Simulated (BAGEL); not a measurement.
**GeH2F2 (difluorogermane) at HF/STO-3G (density fitting with qzvpp-jkfit)**

Aim: the energy change on altering one bond length of GeH2F2 (difluorogermane) at HF/STO-3G (density fitting with qzvpp-jkfit), from 2 runs. 

The calculation is run with BAGEL 1.2.2.

3 further runs of the same task are left out: 2 that didn't finish, 1 set aside as unsound or not needed. Runs told in other sessions of the task aren't counted.

## 1. The structure to begin with

GeH2F2: 5 atoms, total charge 0, spin state singlet. SMILES: `[F][GeH2][F]`. The shape is that of a PBE0-D4/def2-TZVP optimisation.

Bond lengths: F1–Ge2 1.724 Å, Ge2–F3 1.724 Å, Ge2–H4 1.527 Å, Ge2–H5 1.527 Å. Angles: F1–Ge2–F3 105.0°, F1–Ge2–H4 107.9°, F1–Ge2–H5 107.9°, F3–Ge2–H4 107.9°, F3–Ge2–H5 107.9°, H4–Ge2–H5 119.3°.

## 2. A single-point energy at HF/STO-3G (density fitting with qzvpp-jkfit)

input.json reads:

```json
{ "bagel": [

{
  "title": "molecule",
  "basis": "sto-3g",
  "df_basis": "qzvpp-jkfit",
  "angstrom": true,
  "geometry": [
    { "atom": "F", "xyz": [   -0.572600,    0.228500,    1.525800 ] },
    { "atom": "Ge", "xyz": [    0.103000,   -0.071300,   -0.032200 ] },
    { "atom": "F", "xyz": [   -0.974500,    0.694200,   -1.139700 ] },
    { "atom": "H", "xyz": [    0.047300,   -1.576200,   -0.286700 ] },
    { "atom": "H", "xyz": [    1.446600,    0.651000,   -0.108600 ] }
  ]
},
{ "title": "hf" },
{ "title": "print", "file": "orbitals.molden", "orbitals": true }

]}
```

Command:

```console
$ BAGEL_NUM_THREADS=1 BAGEL input.json > input.out
```

Log:

```text
* using 1 threads per process

  ===============================================================
  ===============================================================

  *** Geometry ***

  { "atom" : "F", "xyz" : [     -1.082057,      0.431802,      2.883344 ] },
  { "atom" : "Ge", "xyz" : [      0.194642,     -0.134737,     -0.060849 ] },
  { "atom" : "F", "xyz" : [     -1.841538,      1.311848,     -2.153721 ] },
  { "atom" : "H", "xyz" : [      0.089384,     -2.978586,     -0.541784 ] },
  { "atom" : "H", "xyz" : [      2.733678,      1.230212,     -0.205224 ] },

  Number of auxiliary basis functions:      456

  Since a DF basis is specified, we compute 2- and 3-index integrals:
    o Being stored without compression. Storage requirement is 0.003 GB

  Number of basis functions:       30
  Number of electrons      :       52

    * METHOD: MOLECULE                             0.12

  *** RHF ***

  === Nuclear Repulsion ===
   222.0412925925

      * DIIS with orbital gradients will be used.

  === RHF iteration (sto-3g) ===
      0      -2248.91243573          0.01493583           0.02
      1      -2249.00278419          0.00268828           0.02
      2      -2249.00674475          0.00099534           0.02
      3      -2249.00751172          0.00011648           0.02
      4      -2249.00752010          0.00001282           0.02
      5      -2249.00752018          0.00000248           0.02
      6      -2249.00752018          0.00000063           0.02
      7      -2249.00752018          0.00000017           0.02
      8      -2249.00752018          0.00000004           0.02
      9      -2249.00752018          0.00000001           0.02
    * SCF iteration converged.

    * Permanent dipole moment:
           (   -0.570438,     0.346604,     0.146607) a.u.

    * METHOD: HF                                   0.23

    * METHOD: PRINT                                0.00

  ===============================================================
```

It took 0.48 s on 1 thread of Arm Neoverse V2, shared host.

## 3. The distorted shape

input.json reads:

```json
{ "bagel": [

{
  "title": "molecule",
  "basis": "sto-3g",
  "df_basis": "qzvpp-jkfit",
  "angstrom": "true",
  "geometry": [
    { "atom": "F", "xyz": [      -0.564244,       0.454258,       1.563979 ] },
    { "atom": "Ge", "xyz": [       0.111356,       0.154458,       0.005979 ] },
    { "atom": "F", "xyz": [      -0.966144,       0.919958,      -1.101521 ] },
    { "atom": "H", "xyz": [       0.047300,      -1.576200,      -0.286700 ] },
    { "atom": "H", "xyz": [       1.454956,       0.876758,      -0.070421 ] }
  ]
},

{ "title": "hf" },

{ "title": "print", "file": "orbitals.molden", "orbitals": "true" }

]}
```

Command:

```console
$ BAGEL_NUM_THREADS=1 BAGEL input.json > input.out
```

Log:

```text
* using 1 threads per process

  ===============================================================
  ===============================================================

  *** Geometry ***

  { "atom" : "F", "xyz" : [     -1.066267,      0.858423,      2.955492 ] },
  { "atom" : "Ge", "xyz" : [      0.210432,      0.291883,      0.011299 ] },
  { "atom" : "F", "xyz" : [     -1.825748,      1.738469,     -2.081573 ] },
  { "atom" : "H", "xyz" : [      0.089384,     -2.978586,     -0.541784 ] },
  { "atom" : "H", "xyz" : [      2.749468,      1.656832,     -0.133076 ] },

  Number of auxiliary basis functions:      456

  Since a DF basis is specified, we compute 2- and 3-index integrals:
    o Being stored without compression. Storage requirement is 0.003 GB

  Number of basis functions:       30
  Number of electrons      :       52

    * METHOD: MOLECULE                             0.11

  *** RHF ***

  === Nuclear Repulsion ===
   220.3458000653

      * DIIS with orbital gradients will be used.

  === RHF iteration (sto-3g) ===
      0      -2248.88370472          0.01506630           0.02
      1      -2248.97415478          0.00281715           0.02
      2      -2248.97824539          0.00102256           0.02
      3      -2248.97904413          0.00012454           0.02
      4      -2248.97905384          0.00001425           0.02
      5      -2248.97905394          0.00000254           0.02
      6      -2248.97905395          0.00000078           0.01
      7      -2248.97905395          0.00000020           0.02
      8      -2248.97905395          0.00000004           0.02
      9      -2248.97905395          0.00000001           0.02
    * SCF iteration converged.

    * Permanent dipole moment:
           (   -0.565262,     0.305604,     0.138663) a.u.

    * METHOD: HF                                   0.23

    * METHOD: PRINT                                0.00

  ===============================================================
```

It took 0.48 s on 1 thread of Arm Neoverse V2, shared host.

## 4. Results

At HF/STO-3G (density fitting with qzvpp-jkfit):

```
                                                          quantity           value
                                         first shape: total energy  -2249.00752 Eh
                                        first shape: dipole moment          1.74 D
                                          first shape: HOMO energy       -10.33 eV
                                          first shape: LUMO energy        11.71 eV
                                        first shape: HOMO–LUMO gap        22.04 eV
                                     distorted shape: total energy  -2248.97905 Eh
                                    distorted shape: dipole moment          1.67 D
                                      distorted shape: HOMO energy        -9.86 eV
                                      distorted shape: LUMO energy         9.64 eV
                                    distorted shape: HOMO–LUMO gap        19.50 eV
energy change with the Ge2–H4 bond stretched from 1.527 to 1.756 Å        0.775 eV
```

What this shows: With the Ge2–H4 bond stretched from 1.527 to 1.756 Å the energy rises by 0.77 eV (74.7 kJ/mol). The first shape isn't relaxed at this level, so the change isn't measured from a minimum. The minimal basis adds a large error of its own.
